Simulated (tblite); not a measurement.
# C6H14BNO: the cost of one run

Computed with tblite 0.8.0 and PySCF 2.14.0, with density-fitted response routines of our own, on a single molecule in the gas phase. Atoms count from 0, in the outputs and in this text.

**1. The starting structure**

23 atoms, charge 0, multiplicity 1; geometry from: force field or distance geometry start.

Bonds of the start (Å): C0–C1 1.48, C1–N2 1.15, N2–B3 1.51, B3–O4 1.45, B3–C5 1.59, C5–C6 1.49, C6–C7 1.51, C6–C8 1.53, C0–H9 1.12, C0–H10 1.11, C0–H11 1.10, B3–H12 1.20, O4–H13 1.01, C5–H14 1.14, C5–H15 1.14, C6–H16 1.11, C7–H17 1.11, C7–H18 1.11, C7–H19 1.10, C8–H20 1.09, C8–H21 1.12, C8–H22 1.12.

**2. Geometry optimisation with GFN2-xTB**

Job settings and geometry (Å):

```
{"job": {"kind": "relax", "xc": "GFN2-xTB", "basis": "xTB"}, "charge": 0, "multiplicity": 1}
C      4.153800     0.332300     0.472800
C      2.823200    -0.218200     0.143700
N      1.783000    -0.663600    -0.081000
B      0.408200    -1.219200    -0.376000
O      0.002900    -0.877200    -1.727600
C     -0.661100    -0.587300     0.620900
C     -1.900400    -0.092400    -0.038600
C     -2.876600     0.508800     0.951500
C     -1.481300     1.016200    -1.002400
H      4.620200     0.656700    -0.492100
H      4.085500     1.231000     1.112500
H      4.705700    -0.467300     0.979800
H      0.521900    -2.397800    -0.211800
H      0.717700    -1.152200    -2.392900
H     -0.140700     0.309700     1.087000
H     -0.842700    -1.265200     1.517700
H     -2.370500    -0.949500    -0.566100
H     -3.480900     1.266100     0.419300
H     -2.363800     0.994500     1.810900
H     -3.531900    -0.277500     1.367700
H     -1.717300     0.689400    -2.019700
H     -2.056800     1.923600    -0.703200
H     -0.402900     1.266200    -0.862200
```

Command:

```sh
$ OMP_NUM_THREADS=1 python probes_run.py task.json out
```

The driver reads the jobs from task.json and runs them one after another.

**Question.** How long does this first job take on 1 thread of Arm Neoverse N1, shared host, and how much memory does it need?

About 2.4 s, with a peak of 0.18 GiB.
